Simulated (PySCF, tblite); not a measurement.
# C₄H₅F₄O radical: geometry, infrared bands and EPR parameters

Wanted: the infrared bands and EPR parameters of C₄H₅F₄O radical (`F[CH]OCCC(F)(F)F`), by calculation.

Programs: tblite 0.8.0 and PySCF 2.14.0, with density-fitted response routines of our own. Each step states its level of theory. These are calculated values for one molecule in the gas phase, unless marked as measured. Atoms are numbered from 0 throughout.

## Step 1: The molecule as given

14 atoms, charge 0, multiplicity 2; geometry from: force field or distance geometry start.

Bonds of the start (Å): F0–C1 1.36, C1–O2 1.37, O2–C3 1.41, C3–C4 1.50, C4–C5 1.53, C5–F6 1.39, C5–F7 1.37, C5–F8 1.39, C1–H9 1.11, C3–H10 1.11, C3–H11 1.11, C4–H12 1.12, C4–H13 1.11.

## Step 2: Optimising the geometry with GFN2-xTB

Job settings and geometry (Å):

```
{"job": {"kind": "relax", "xc": "GFN2-xTB", "basis": "xTB"}, "charge": 0, "multiplicity": 2}
F      2.595600     1.383700    -0.341200
C      2.621100     0.336800     0.533200
O      1.598000    -0.568700     0.413600
C      0.414000     0.199100     0.400300
C     -0.749600    -0.736000     0.274100
C     -2.080700     0.012800     0.253400
F     -2.136700     0.914700    -0.796700
F     -3.051000    -0.946400     0.127800
F     -2.282200     0.666600     1.469100
H      3.620500    -0.120400     0.676800
H      0.392800     0.821100     1.315500
H      0.484800     0.806700    -0.528300
H     -0.641900    -1.329100    -0.666000
H     -0.785500    -1.441300     1.126300
```

Launch:

```bash
$ OMP_NUM_THREADS=1 python probes_run.py task.json out
```

This one command runs all jobs of the session in turn.

The log of the run:

```text
step      E/eV     max force
  0    -925.97847    2.056
  1    -926.19192    1.260
  2    -926.29693    0.769
  3    -926.32372    0.528
  4    -926.35680    0.445
  5    -926.37153    0.451
  6    -926.39323    0.300
  7    -926.40322    0.196
  8    -926.41037    0.180
  9    -926.41582    0.209
 10    -926.42108    0.210
 11    -926.42485    0.177
 12    -926.42757    0.164
 13    -926.42969    0.129
 14    -926.43151    0.104
 15    -926.43307    0.083
 16    -926.43428    0.078
 17    -926.43518    0.070
 18    -926.43598    0.087
 19    -926.43698    0.100
 20    -926.43829    0.111
 21    -926.43968    0.087
 22    -926.44072    0.080
 23    -926.44135    0.079
 24    -926.44186    0.080
 25    -926.44250    0.076
 26    -926.44322    0.071
 27    -926.44388    0.054
 28    -926.44442    0.068
 29    -926.44492    0.073
 30    -926.44539    0.054
 31    -926.44575    0.050
 32    -926.44599    0.042
 33    -926.44617    0.035
 34    -926.44634    0.037
 35    -926.44647    0.026
 36    -926.44655    0.017
 37    -926.44658    0.014
 38    -926.44660    0.013
 39    -926.44662    0.015
 40    -926.44664    0.018
 41    -926.44668    0.020
 42    -926.44672    0.020
 43    -926.44680    0.026
 44    -926.44691    0.036
 45    -926.44706    0.038
 46    -926.44723    0.032
 47    -926.44739    0.035
 48    -926.44756    0.040
 49    -926.44774    0.041
 50    -926.44789    0.027
 51    -926.44799    0.023
 52    -926.44808    0.021
 53    -926.44819    0.022
 54    -926.44832    0.027
 55    -926.44842    0.023
 56    -926.44848    0.042
 57    -926.44852    0.023
 58    -926.44860    0.021
 59    -926.44869    0.016
 60    -926.44873    0.015
 61    -926.44882    0.020
 62    -926.44897    0.031
 63    -926.44918    0.043
 64    -926.44941    0.047
 65    -926.44969    0.042
 66    -926.44983    0.041
 67    -926.44999    0.035
 68    -926.45011    0.024
 69    -926.45020    0.015
 70    -926.45022    0.009
```

Run time: 0.28 s. Hardware: 1 thread of Arm Neoverse V2, shared host.

Along the way: (not every step is listed)

| step | energy from step 0 (eV) | largest force (eV/Å) |
| --- | --- | --- |
| 0 | 0.0000 | 2.0560 |
| 1 | -0.2134 | 1.2602 |
| 2 | -0.3185 | 0.7689 |
| 3 | -0.3452 | 0.5282 |
| 4 | -0.3783 | 0.4448 |
| 5 | -0.3931 | 0.4514 |
| 6 | -0.4148 | 0.2997 |
| 7 | -0.4248 | 0.1961 |
| 8 | -0.4319 | 0.1801 |
| 13 | -0.4512 | 0.1292 |
| 18 | -0.4575 | 0.0865 |
| 23 | -0.4629 | 0.0791 |
| 28 | -0.4660 | 0.0677 |
| 33 | -0.4677 | 0.0350 |
| 38 | -0.4681 | 0.0134 |
| 43 | -0.4683 | 0.0262 |
| 48 | -0.4691 | 0.0404 |
| 53 | -0.4697 | 0.0224 |
| 58 | -0.4701 | 0.0205 |
| 63 | -0.4707 | 0.0430 |
| 65 | -0.4712 | 0.0421 |
| 66 | -0.4714 | 0.0412 |
| 67 | -0.4715 | 0.0346 |
| 68 | -0.4716 | 0.0241 |
| 69 | -0.4717 | 0.0148 |
| 70 | -0.4717 | 0.0088 |

Close pairs (by a distance rule), those that changed most:

| bond | before (Å) | after (Å) | change (Å) |
| --- | --- | --- | --- |
| C5–F8 | 1.395 | 1.341 | -0.054 |
| C5–F6 | 1.385 | 1.341 | -0.045 |
| C5–F7 | 1.370 | 1.339 | -0.031 |
| C3–C4 | 1.498 | 1.527 | +0.029 |
| C1–H9 | 1.108 | 1.079 | -0.029 |
| C4–H12 | 1.117 | 1.091 | -0.025 |
| C1–O2 | 1.371 | 1.349 | -0.022 |
| C4–H13 | 1.107 | 1.091 | -0.016 |

The next job starts from the end point, and lists it.

## Step 3: Vibrational analysis with GFN2-xTB

Job settings and geometry (Å):

```
{"job": {"kind": "ir", "xc": "GFN2-xTB", "basis": "xTB"}, "charge": 0, "multiplicity": 2}
F      2.737553     1.496348     0.052129
C      2.740422     0.242982     0.565825
O      1.607890    -0.468658     0.388242
C      0.396089     0.260395     0.357612
C     -0.745036    -0.752724     0.299486
C     -2.086526    -0.051628     0.243472
F     -2.205061     0.739048    -0.832774
F     -3.102405    -0.922712     0.193974
F     -2.300906     0.728816     1.312786
H      3.645246    -0.304859     0.350629
H      0.310500     0.887067     1.256021
H      0.373155     0.914990    -0.523963
H     -0.646080    -1.378067    -0.589416
H     -0.725519    -1.391472     1.183835
```

The log of the run:

```text
mode    cm-1     km/mol
  1      28.3      0.90
  2      58.4      0.91
  3      88.2      0.10
  4      90.8      1.95
  5     155.9     14.59
  6     230.6     10.47
  7     282.7      0.82
  8     330.8      1.58
  9     376.5     15.94
 10     475.9      8.52
 11     493.3     12.72
 12     575.9      4.51
 13     599.1     37.34
 14     773.4     25.17
 15     800.9      0.17
 16     831.5     17.34
 17     959.6     94.55
 18     998.0     41.79
 19    1073.6     32.91
 20    1079.3    208.36
 21    1102.0    151.89
 22    1112.2    159.86
 23    1172.0     69.90
 24    1181.7    186.01
 25    1194.1      1.47
 26    1246.6     35.01
 27    1269.5    241.08
 28    1291.4     46.49
 29    1358.7     17.90
 30    1440.4     13.00
 31    1463.1      2.64
 32    2894.9     14.88
 33    2920.7     15.74
 34    3006.5      2.30
 35    3009.9      1.82
 36    3065.5     16.49
```

Wall time 0.28 s (1 thread of Arm Neoverse V2, shared host).

Which atoms move in the most intense modes:

```csv
cm⁻¹,km/mol,atoms
960,94.5,"C5 20 %, H12 17 %, H13 17 %, F8 11 %"
1079,208.4,"C5 23 %, C3 22 %, C4 14 %"
1102,151.9,"C3 24 %, C4 20 %, H9 12 %"
1112,159.9,"C5 26 %, C3 16 %, H10 12 %, C4 12 %"
1172,69.9,"C5 26 %, H13 21 %, H12 20 %, H10 11 %"
1182,186.0,C5 59 %
1270,241.1,"C1 28 %, O2 17 %, H11 16 %, H12 12 %"
1291,46.5,"C1 20 %, C4 16 %, O2 15 %, H13 10 %"
```

## Step 4: EPR parameters: B3LYP/pcH-1

The job, as its differences from that of step 3:

```diff
@@ -1,2 +1,2 @@
-{"job": {"kind": "ir", "xc": "GFN2-xTB", "basis": "xTB"}, "charge": 0, "multiplicity": 2}
+{"job": {"kind": "epr", "basis": "pcH-1"}, "charge": 0, "multiplicity": 2}
 F      2.737553     1.496348     0.052129
```

Method: UKS B3LYP, pcH-1 on C F H O, non-relativistic, mean-field spin-orbit, GIAO.

The log of the run:

```text
UKS, coarse grid
  cycle   1  E = -629.80435924  |g| = 7.99e-01
  cycle   2  E = -629.52226896  |g| = 1.27e+00
  cycle   3  E = -630.00328420  |g| = 7.27e-02
  cycle   4  E = -630.00424283  |g| = 5.58e-02
  cycle   5  E = -630.00528021  |g| = 1.32e-02
  cycle   6  E = -630.00533281  |g| = 4.56e-03
  cycle   7  E = -630.00534109  |g| = 9.80e-04
UKS, final grid
  cycle   1  E = -630.00522497  |g| = 1.08e-03
  cycle   2  E = -630.00522455  |g| = 1.66e-03
  cycle   3  E = -630.00522538  |g| = 1.72e-04
  cycle   4  E = -630.00522539  |g| = 7.42e-05
  cycle   5  E = -630.00522539  |g| = 3.43e-05
  cycle   6  E = -630.00522539  |g| = 9.77e-06
E = -630.00522539 Eh   <S^2> = 0.7524 (exact 0.7500)
g shifts (ppm)      1          2          3
  rmc          -236       -236       -236
  gc             -5         44         40
  oz_so        -105       1965       2741
  total        -346       1773       2545
hyperfine (MHz)  atom isotope    a_iso     a_fc   dipolar eigenvalues
    0   19F     249.54     249.54   -235.86   -208.90    444.76
    1   13C     339.47     339.47    -74.96    -73.08    148.04
    2   17O     -20.84     -20.84    -61.44     29.23     32.21
    3   13C       1.85       1.85     -1.92     -0.87      2.79
    4   13C      -1.07      -1.07     -0.54     -0.31      0.84
    5   13C      -0.63      -0.63     -0.20     -0.14      0.35
    6   19F       0.25       0.25     -0.65     -0.58      1.23
    7   19F      -0.37      -0.37     -0.30     -0.14      0.44
    8   19F       1.88       1.88     -0.97     -0.91      1.88
    9    1H      31.69      31.69    -30.27     -6.28     36.55
   10    1H      12.82      12.82     -4.61     -3.85      8.46
   11    1H      11.59      11.59     -3.46     -2.94      6.40
   12    1H      -0.13      -0.13     -1.65     -1.50      3.14
   13    1H      -0.25      -0.25     -1.68     -1.50      3.18
```

Run time: 66 s. Hardware: 1 thread of Arm Neoverse V2, shared host; peak memory 1.1 GiB.

Principal g values 2.00197, 2.00409, 2.00486; g(iso) = 2.00364, against 2.00232 for a free electron.

Mean a(iso) over the nuclei that a row names, and the largest dipolar term of the row (other rows stand at the frozen geometry):

```csv
nuclei,isotope,a(iso) (MHz),"a(iso) (G, at g = 2.0023)",largest dipolar term (MHz)
C1,13C,339.5,121.1,148.0
F0,19F,249.5,89.0,444.8
H9,1H,31.7,11.3,36.6
O2,17O,-20.8,-7.4,-61.4
"H10, H11",1H,12.2,4.4,8.5
C3,13C,1.8,0.7,2.8
C4,13C,-1.1,-0.4,0.8
C5,13C,-0.6,-0.2,0.3
"F6, F7, F8",19F,0.6,0.2,1.9
"H12, H13",1H,-0.2,-0.1,3.2
```

Mulliken spin populations:

F0 0.06; C1 0.83; O2 0.11; C3 -0.01; C4 0.00; C5 0.00; F6 0.00; F7 0.00; F8 0.00; H9 0.00; H10 0.02; H11 0.00; H12 0.00; H13 0.00

In first order the couplings over 0.8 MHz of 19F, 1H give 12 distinct lines over 109.1 G, if the averaged nuclei exchange fast.

Orbitals, density, ELF and potential are computed afterwards from the orbital file.

ELF in a plane through or near 8 of the atoms.

Ten even steps from '0' (0.00) to '9' (0.99):
```
0000000000000000000000000000
0000000000000000000000000000
0000000000000000000000000000
0000000000000000000000000000
0000001221000000000000000000
0000035764000000000000000000
0000158886013310012100000000
0000036773037730024310000000
0000003652045541144410110000
0000135215452275660446630000
0000578427773486682678730000
0002999737573573363588730000
0002999616882157830488510000
0000898204871069940255200000
0000142002540048830011000000
0000000000100013410000000000
0000000000000001100000000000
0000000000000000000000000000
0000000000000000000000000000
0000000000000000000000000000
```
The map spans 12.4 Å across and 7.9 Å up, centred on the molecule. Atoms in the plane (x, y in Å): F0 (-2.9, 1.2), C1 (-2.8, -0.1), O2 (-1.5, -0.7), C3 (-0.4, 0.2), C4 (0.8, -0.7), C5 (2.1, 0.2), F7 (3.2, -0.5), H9 (-3.6, -0.7).

log10 of the density (e/Å³) in the same plane.

Ten even steps from '0' (-4.0) to '9' (1.4):
```
0000000000000000000000000000
0000000000000000000000000000
0000001110000000000000000000
0000123333212211122210000000
0000234544323322233321000000
0000356665444433345543100000
0001457876555554456654200000
0001457876566665567654320000
0002456776567766677765431000
0012457887778876678777642000
0013567997777777777788652000
0013567777887677776788752000
0013566667876567765677642000
0012455556665567754555531000
0001233344554455544344320000
0000122223333344433222100000
0000011112222233332100000000
0000000000000112211000000000
0000000000000000000000000000
0000000000000000000000000000
```
The map spans 12.4 Å across and 7.9 Å up, centred on the molecule. Atoms in the plane (x, y in Å): F0 (-2.9, 1.2), C1 (-2.8, -0.1), O2 (-1.5, -0.7), C3 (-0.4, 0.2), C4 (0.8, -0.7), C5 (2.1, 0.2), F7 (3.2, -0.5), H9 (-3.6, -0.7).

On the surface of density 0.002 e/bohr³ the electrostatic potential runs, from the 1st to the 99th percentile, from -0.65 V near F0 to 1.24 V near H9.

The spin density lies nearest to C1 61 %; O2 15 %; F0 11 %; H9 9 %.

## Step 5: What came out

| quantity | value |
| --- | --- |
| strongest single infrared mode (GFN2-xTB) | 1270 cm⁻¹, 241 km/mol |
| zero-point energy (GFN2-xTB) | 55.8 kcal/mol |
| g(iso) (B3LYP) | 2.00364 |
| ⟨S²⟩ | 0.752 (exact 0.75) |
| largest a(iso) (averaged by class) | 13C on C1, 339.5 MHz |
| surface potential, 1st and 99th percentile | -0.65 V and 1.24 V |

Relaxing lowered the energy by 0.472 eV in 70 steps; the close pair that moved most is C5–F8, from 1.395 to 1.341 Å. No mode is imaginary among the 36: a minimum at this level. The strongest single mode, at 1270 cm⁻¹, is spread over several atoms, C1, O2, H11, H12 among them. GFN2-xTB is a fitted tight-binding method: band positions and strengths are rough. Its intensities can rank the bands wrongly. C1 carries the largest spin population, 0.83 e. The isotropic g lies 1.3 ppt above the free-electron value.
